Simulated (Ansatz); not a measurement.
# ZnReH: the cost of one run

Computed with Ansatz 0.2.0 (DFT PBE, scalar-relativistic, plane waves, PAW, unless a step's input says otherwise).

## 1. The starting structure

The structure is hexagonal, space group P-6m2 (No. 187). Conventional cell: a = 3.668 Å, b = 3.668 Å, c = 3.620 Å, α = 90.00°, β = 90.00°, γ = 120.00°. Zn (site symmetry -6m2) has 3 H at 2.12 Å as nearest neighbours. Re (site symmetry -6m2) has 6 Zn at 2.79 Å and 6 H at 2.79 Å as nearest neighbours. H (site symmetry -6m2) has 3 Zn at 2.12 Å and 6 Re at 2.79 Å as nearest neighbours.

Structure file:

```cif
data_structure
_symmetry_space_group_name_H-M 'P-6m2'
_symmetry_Int_Tables_number 187
_cell_length_a 3.6681
_cell_length_b 3.6681
_cell_length_c 3.6205
_cell_angle_alpha 90.000
_cell_angle_beta 90.000
_cell_angle_gamma 120.000
_cell_volume 42.19
loop_
_atom_site_label
_atom_site_type_symbol
_atom_site_symmetry_multiplicity
_atom_site_Wyckoff_symbol
_atom_site_fract_x
_atom_site_fract_y
_atom_site_fract_z
_atom_site_occupancy
Zn1 Zn 1 b 0.00000 0.00000 0.50000 1
Re1 Re 1 e 0.66667 0.33333 0.00000 1
H1 H 1 d 0.33333 0.66667 0.50000 1
```

A structure generator made this guess: species swapped into a database cell of HoCuSi (P-6m2, No. 187), with Re on the Ho sites, H on the Si sites and Zn on the Cu sites. The dimensions are guesses.

## 2. A first look at the guess

File input.yaml:

```yaml
crystal:
  lattice:
    - [3.66810166, 0.0, 0.0]
    - [-1.83405083, 3.17666922, 0.0]
    - [0.0, 0.0, 3.62049765]
  atoms:
    - { symbol: Zn, position: [0.33333333, 0.66666667, 0.5] }
    - { symbol: Re, position: [0.0, 0.0, 0.0] }
    - { symbol: H, position: [0.66666667, 0.33333333, 0.5] }
basis:
  ecutwfc: 420
kpoints:
  mp_grid: { grid: [6, 6, 6] }
hamiltonian:
  xc: pbe
scf:
  occupations: { method: gaussian, width: 0.1 }
  lower_state_search: "off"
output:
  forces: true
  stress: true
  eigenvalues: true
```

Run with:

```
$ ansatz run input.yaml --threads 1 --pin off --max-ram 2560MiB --backend cpu --events-out ev --progress --plain --runs-dir out
```

Q: Estimate wall time and peak memory on 1 thread of Arm Neoverse V1, shared host.

About 2.3 s, with a peak of 0.31 GiB.
